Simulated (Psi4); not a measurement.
# HF/def2-TZVPPD run of BrCl (bromine chloride), part 2 of 2

Psi4 1.11. The steps go on from the part before.

## 3. The doublet anion at the same level

The input, calc.in:

```
memory 1600 MB

molecule geom {
  -1 2
  Cl     0.000000     0.000000     0.000000
  Br     0.000000     0.000000     2.136065
  symmetry c1
  no_reorient
  no_com
}

set reference uhf
set puream true
set e_convergence 1e-09
set d_convergence 1e-08
set scf_type pk
set maxiter 200

result, w = energy('scf/def2-TZVPPD', return_wfn=True)
oeprop(w, 'LOWDIN_CHARGES', 'DIPOLE', 'QUADRUPOLE', title='SCF')
```

On the command line:

```bash
$ psi4 -i calc.in -o calc.out -n 1
```

calc.out:

```text
Psi4 1.11 release

   => Loading Basis Set <=

    Name: DEF2-TZVPPD
    Role: ORBITAL
    Keyword: BASIS

         ---------------------------------------------------------
                                   SCF
                              UHF Reference
                        1 Threads,   1525 MiB Core
         ---------------------------------------------------------

  ==> Geometry <==

    Molecular point group: c1
    Full point group: C_inf_v

    Geometry (in Angstrom), charge = -1, multiplicity = 2:

       Center              X                  Y                   Z               Mass
    ------------   -----------------  -----------------  -----------------  -----------------
         CL           0.000000000000     0.000000000000     0.000000000000    34.968852682000
         BR           0.000000000000     0.000000000000     2.136065000000    78.918337600000

  Running in c1 symmetry.

  Rotational constants: A = ************  B =      0.04682  C =      0.04682 [cm^-1]
  Rotational constants: A = ************  B =   1403.49330  C =   1403.49330 [MHz]
  Nuclear repulsion =  147.402087646513593

  Charge       = -1
  Multiplicity = 2
  Electrons    = 53
  Nalpha       = 27
  Nbeta        = 26

  ==> Algorithm <==

  SCF Algorithm Type is PK.
  DIIS enabled.
  MOM disabled.
  Fractional occupation disabled.
  Guess Type is SAD.
  Energy threshold   = 1.00e-09
  Density threshold  = 1.00e-08
  Integral threshold = 1.00e-12

  ==> Primary Basis <==

  Basis Set: DEF2-TZVPPD
    Blend: DEF2-TZVPPD
    Number of shells: 36
    Number of basis functions: 108
    Number of Cartesian functions: 123
    Spherical Harmonics?: true
    Max angular momentum: 3

  ==> Integral Setup <==

  Using in-core PK algorithm.
   Calculation information:
      Number of atoms:                   2
      Number of AO shells:              36
      Number of primitives:             72
      Number of atomic orbitals:       123
      Number of basis functions:       108

      Integral cutoff                 1.00e-12
      Number of threads:                 1

  Performing in-core PK
  Using 34650882 doubles for integral storage.
  We computed 203359 shell quartets total.
  Whereas there are 222111 unique shell quartets.

  ==> DiskJK: Disk-Based J/K Matrices <==

    J tasked:                  Yes
    K tasked:                  Yes
    wK tasked:                  No
    Memory [MiB]:             1144
    Schwarz Cutoff:          1E-12

  Minimum eigenvalue in the overlap matrix is 1.8434694333E-03.
  Reciprocal condition number of the overlap matrix is 4.0091818033E-04.
    Using symmetric orthogonalization.

  ==> Pre-Iterations <==

  SCF Guess: Superposition of Atomic Densities via on-the-fly atomic UHF (no occupation information).

   -------------------------
    Irrep   Nso     Nmo
   -------------------------
     A        108     108
   -------------------------
    Total     108     108
   -------------------------

  ==> Iterations <==

                        Total Energy        Delta E     RMS |[F,P]|

   @UHF iter SAD: -3029.99988329240796   -3.03000e+03   0.00000e+00
   @UHF iter   1: -3031.66100560558971   -1.66112e+00   1.16170e-02 ADIIS/DIIS
   @UHF iter   2: -3031.85075288263579   -1.89747e-01   6.71014e-03 ADIIS/DIIS
   @UHF iter   3: -3031.92252085324162   -7.17680e-02   3.95414e-04 ADIIS/DIIS
   @UHF iter   4: -3031.92330160312576   -7.80750e-04   1.13816e-04 ADIIS/DIIS
   @UHF iter   5: -3031.92347456854986   -1.72965e-04   4.20734e-05 DIIS
   @UHF iter   6: -3031.92351344829967   -3.88797e-05   1.55816e-05 DIIS
   @UHF iter   7: -3031.92351987195298   -6.42365e-06   7.42548e-06 DIIS
   @UHF iter   8: -3031.92352158231961   -1.71037e-06   3.34121e-06 DIIS
   @UHF iter   9: -3031.92352197820355   -3.95884e-07   1.24584e-06 DIIS
   @UHF iter  10: -3031.92352202455459   -4.63510e-08   3.85215e-07 DIIS
   @UHF iter  11: -3031.92352202863458   -4.07999e-09   1.05350e-07 DIIS
   @UHF iter  12: -3031.92352202895199   -3.17414e-10   3.69560e-08 DIIS
   @UHF iter  13: -3031.92352202899701   -4.50200e-11   1.32463e-08 DIIS
   @UHF iter  14: -3031.92352202900247   -5.45697e-12   4.21391e-09 DIIS
  Energy and wave function converged.

  ==> Post-Iterations <==

   @Spin Contamination Metric:   1.463503071E-02
   @S^2 Expected:                7.500000000E-01
   @S^2 Observed:                7.646350307E-01
   @S   Expected:                5.000000000E-01
   @S   Observed:                5.000000000E-01

    Orbital Energies [Eh]
    ---------------------

    Alpha Occupied:

       1A   -489.792519     2A   -104.593225     3A    -64.934795
       4A    -58.292062     5A    -58.287873     6A    -58.287873
       7A    -10.324255     8A     -9.610822     9A     -7.798367
      10A     -7.787182    11A     -7.787182    12A     -7.226470
      13A     -7.214024    14A     -7.214024    15A     -2.964924
      16A     -2.960655    17A     -2.960655    18A     -2.951259
      19A     -2.951259    20A     -0.923999    21A     -0.745247
      22A     -0.368732    23A     -0.289890    24A     -0.289890
      25A     -0.173884    26A     -0.173884    27A     -0.055647

    Alpha Virtual:

      28A      0.189370    29A      0.212036    30A      0.212036
      31A      0.216914    32A      0.246028    33A      0.246028
      34A      0.304045    35A      0.382543    36A      0.382543
      37A      0.421069    38A      0.431749    39A      0.431749
      40A      0.458280    41A      0.503868    42A      0.503868
      43A      0.514877    44A      0.549570    45A      0.549570
      46A      0.663827    47A      0.663827    48A      0.764283
      49A      0.798547    50A      0.798547    51A      0.801681
      52A      0.801681    53A      0.840144    54A      0.903961
      55A      0.903961    56A      1.018075    57A      1.018075
      58A      1.024716    59A      1.078462    60A      1.078462
      61A      1.109234    62A      1.260246    63A      1.631575
      64A      1.921180    65A      1.927311    66A      1.927311
      67A      1.968657    68A      1.968657    69A      2.006375
      70A      2.006375    71A      2.036755    72A      2.036755
      73A      2.084568    74A      2.084568    75A      2.182010
      76A      2.182010    77A      2.210263    78A      2.442241
      79A      2.470788    80A      2.470788    81A      2.508467
      82A      2.508467    83A      2.606760    84A      2.638759
      85A      2.638759    86A      2.661930    87A      2.661930
      88A      2.868831    89A      2.868831    90A      2.965779
      91A      3.001982    92A      3.001982    93A      3.770353
      94A      4.797162    95A      4.797162    96A      4.822092
      97A      4.822092    98A      5.085785    99A      8.309259
     100A      8.978989   101A      8.978989   102A      9.019243
     103A      9.019243   104A      9.092416   105A     11.800030
     106A     11.800030   107A     12.115258   108A     25.990408

    Beta Occupied:

       1A   -489.789731     2A   -104.586114     3A    -64.932777
       4A    -58.286790     5A    -58.286790     6A    -58.285782
       7A    -10.316493     8A     -9.604738     9A     -7.782494
      10A     -7.782494    11A     -7.775751    12A     -7.212567
      13A     -7.211272    14A     -7.211272    15A     -2.959094
      16A     -2.956288    17A     -2.956288    18A     -2.949861
      19A     -2.949861    20A     -0.875312    21A     -0.691609
      22A     -0.278301    23A     -0.273775    24A     -0.273775
      25A     -0.158910    26A     -0.158910

    Beta Virtual:

      27A      0.178956    28A      0.213244    29A      0.213244
      30A      0.222309    31A      0.247797    32A      0.247797
      33A      0.298544    34A      0.306691    35A      0.382193
      36A      0.382193    37A      0.437755    38A      0.441998
      39A      0.441998    40A      0.486551    41A      0.503629
      42A      0.503629    43A      0.535685    44A      0.561331
      45A      0.561331    46A      0.670576    47A      0.670576
      48A      0.776599    49A      0.805344    50A      0.805344
      51A      0.810213    52A      0.810213    53A      0.867749
      54A      0.909510    55A      0.909510    56A      1.023781
      57A      1.023781    58A      1.059580    59A      1.111943
      60A      1.111943    61A      1.148254    62A      1.277269
      63A      1.651769    64A      1.945633    65A      1.945888
      66A      1.945888    67A      1.974654    68A      1.974654
      69A      2.021664    70A      2.021664    71A      2.041127
      72A      2.041127    73A      2.106709    74A      2.106709
      75A      2.189262    76A      2.189262    77A      2.234570
      78A      2.469917    79A      2.476514    80A      2.476514
      81A      2.524327    82A      2.524327    83A      2.632468
      84A      2.642368    85A      2.642368    86A      2.675439
      87A      2.675439    88A      2.878085    89A      2.878085
      90A      2.988694    91A      3.018702    92A      3.018702
      93A      3.792682    94A      4.800447    95A      4.800447
      96A      4.831774    97A      4.831774    98A      5.096126
      99A      8.318419   100A      8.980890   101A      8.980890
     102A      9.025013   103A      9.025013   104A      9.099598
     105A     11.804373   106A     11.804373   107A     12.133653
     108A     26.000411

    Final Occupation by Irrep:
              A
    DOCC [    26 ]
    SOCC [     1 ]
    NA   [    27 ]
    NB   [    26 ]

  @UHF Final Energy: -3031.92352202900247

   => Energetics <=

    Nuclear Repulsion Energy =            147.4020876465135927
    One-Electron Energy =               -4525.1435696814924086
    Two-Electron Energy =                1345.8179600059761469
    Total Energy =                      -3031.9235220290024699

  UHF NO Occupations:
  HONO-2 :   25  A 1.9989855
  HONO-1 :   26  A 1.9951949
  HONO-0 :   27  A 1.0000000
  LUNO+0 :   28  A 0.0048051
  LUNO+1 :   29  A 0.0010145
  LUNO+2 :   30  A 0.0003341
  LUNO+3 :   31  A 0.0003341

Computation Completed

Properties will be evaluated at   0.000000,   0.000000,   0.000000 [a0]

Properties computed using the SCF density matrix

 Multipole Moments:

 ------------------------------------------------------------------------------------
     Multipole            Electronic (a.u.)      Nuclear  (a.u.)        Total (a.u.)
 ------------------------------------------------------------------------------------

 L = 1.  Multiply by 2.5417464519 to convert [e a0] to [Debye]
 Dipole X            :         -0.0000000            0.0000000           -0.0000000
 Dipole Y            :          0.0000000            0.0000000            0.0000000
 Dipole Z            :       -143.5511806          141.2802243           -2.2709563
 Magnitude           :                                                    2.2709563

 ------------------------------------------------------------------------------------

	total time  =          4 seconds =       0.07 minutes

Properties will be evaluated at   0.000000,   0.000000,   0.000000 [a0]

Properties computed using the SCF density matrix

 Multipole Moments:

 ------------------------------------------------------------------------------------
     Multipole            Electronic (a.u.)      Nuclear  (a.u.)        Total (a.u.)
 ------------------------------------------------------------------------------------

 L = 1.  Multiply by 2.5417464519 to convert [e a0] to [Debye]
 Dipole X            :         -0.0000000            0.0000000           -0.0000000
 Dipole Y            :          0.0000000            0.0000000            0.0000000
 Dipole Z            :       -143.5511806          141.2802243           -2.2709563
 Magnitude           :                                                    2.2709563

 L = 2.  Multiply by 1.3450342976 to convert [e a0^2] to [Debye ang]
 Quadrupole XX       :        -26.7487063            0.0000000          -26.7487063
 Quadrupole XY       :         -0.0000000            0.0000000           -0.0000000
 Quadrupole XZ       :         -0.0000000            0.0000000           -0.0000000
 Quadrupole YY       :        -26.7487063            0.0000000          -26.7487063
 Quadrupole YZ       :          0.0000000            0.0000000            0.0000000
 Quadrupole ZZ       :       -610.5197964          570.2886220          -40.2311745
 Traceless XX        :        194.5903634         -190.0962073            4.4941561
 Traceless YY        :        194.5903634         -190.0962073            4.4941561
 Traceless ZZ        :       -389.1807268          380.1924146           -8.9883121

 ------------------------------------------------------------------------------------
  Lowdin Charges: (a.u.)
   Center  Symbol    Alpha    Beta     Spin     Total
       1    CL     9.00575  8.56811  0.43764 -0.57386
       2    BR    17.99425 17.43189  0.56236 -0.42614

  Total alpha = 27.00000, Total beta = 26.00000, Total charge = -1.00000

    Psi4 run time: 0:00:03.86
```

It took 4.8 s on 1 thread of Intel Xeon 6975P-C (Granite Rapids), shared host; peak memory 0.48 GiB.

## 4. What came out

What follows sums up all 2 parts.

At HF/def2-TZVPPD:

| quantity | value |
| --- | --- |
| singlet BrCl: total energy | -3031.90362 Eh |
| singlet BrCl: dipole moment | 0.50 D |
| singlet BrCl: HOMO energy | -11.49 eV |
| singlet BrCl: LUMO energy | 0.22 eV |
| singlet BrCl: HOMO–LUMO gap | 11.71 eV |
| doublet anion: total energy | -3031.92352 Eh |
| doublet anion: HOMO energy (highest over α and β) | -1.51 eV |
| doublet anion: LUMO energy (lowest over α and β) | 4.87 eV |
| doublet anion: ⟨S²⟩ | 0.765 |
| vertical electron affinity (to the doublet anion) | 0.541 eV |

What this shows: At fixed nuclei the extra electron is bound by 0.54 eV (52.2 kJ/mol). At HF/def2-TZVPPD: Experiment gives 0.52 D for the dipole moment (NIST CCCBDB), so the computed value is 0.02 D (4 %) too low.
